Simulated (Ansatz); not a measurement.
# F₂H₂S₂Zr: how energies converge with the basis set

An exercise on one series of results from a longer session: the logs are not shown, and one member is left open.

Program: Ansatz 0.2.0, Gaussian basis. Level of theory: one geometry, several basis sets. These are calculated values, not measurements.

Levels to be run: PBE0-D4/def2-SVP; ωB97M-V/def2-SVP; PBE0-D4/def2-QZVPP; ωB97M-V/def2-QZVPP; the functionals' def2-TZVPP values are taken from earlier runs.

### Structure used throughout

An earlier PBE0-D4 in a triple-zeta def2 set relaxation fixed the geometry. Zr takes the def2 core potential; no spin-orbit term is included.

SMILES `[F][Zr]([F])([SH])[SH]`, 7 atoms, charge 0, spin multiplicity 1.

Atoms are counted from 1 here; the program's logs count them from 0.

Bond lengths: F1–Zr2 1.888 Å, Zr2–F3 1.888 Å, Zr2–S4 2.436 Å, Zr2–S5 2.436 Å, S4–H6 1.348 Å, S5–H7 1.348 Å. Angles: F1–Zr2–F3 114.8°, F1–Zr2–S4 105.2°, F1–Zr2–S5 111.5°, F3–Zr2–S4 111.5°, F3–Zr2–S5 105.2°, S4–Zr2–S5 108.7°, Zr2–S4–H6 90.7°, Zr2–S5–H7 90.7°.

The first run:

in.yaml

```yaml
crystal:
  periodic: [false, false, false]
  atoms:
    - {symbol: F, position_ang: [-0.177712, -2.259004, -0.575021]}
    - {symbol: Zr, position_ang: [0.221277, -0.605949, 0.246299]}
    - {symbol: F, position_ang: [1.254172, -0.731726, 1.822255]}
    - {symbol: S, position_ang: [-1.941348, 0.430092, 0.677766]}
    - {symbol: S, position_ang: [1.498431, 0.842611, -1.239308]}
    - {symbol: H, position_ang: [-1.336152, 1.512361, 1.207421]}
    - {symbol: H, position_ang: [0.542531, 0.743616, -2.185113]}
basis:
  gaussian: {orbitals: def2-SVP}
hamiltonian: {xc: pbe0, dispersion: d4}
output: {orbitals: {seedname: orbitals}}
```

On the command line:

```sh
ansatz run in.yaml --threads 4 --pin off --events-out ev --progress --plain --max-ram 10444MiB
```

Steps of the session up to this table: PBE0-D4 in def2-SVP; ωB97M-V in def2-SVP; PBE0-D4 in def2-QZVPP; ωB97M-V in def2-QZVPP.

One of the session's tables, all rows but one given; the rest of the session is left out.

It belongs to the step «Density functionals: the series». 

```
functional       basis  HOMO (eV)  LUMO (eV)
   PBE0-D4    def2-SVP      -7.81      -2.12
   PBE0-D4  def2-TZVPP      -7.84      -2.16
   PBE0-D4  def2-QZVPP      -7.84      -2.16
   ωB97M-V    def2-SVP          ?          ?
   ωB97M-V  def2-TZVPP      -9.94       0.00
   ωB97M-V  def2-QZVPP      -9.95      -0.02
```

Q: Estimate the row for ωB97M-V, def2-SVP from the others.

The run gave: HOMO (eV): -9.87; LUMO (eV): 0.09. In the column «HOMO (eV)» it lies between ωB97M-V, def2-TZVPP (-9.94) and PBE0-D4, def2-TZVPP (-7.84).
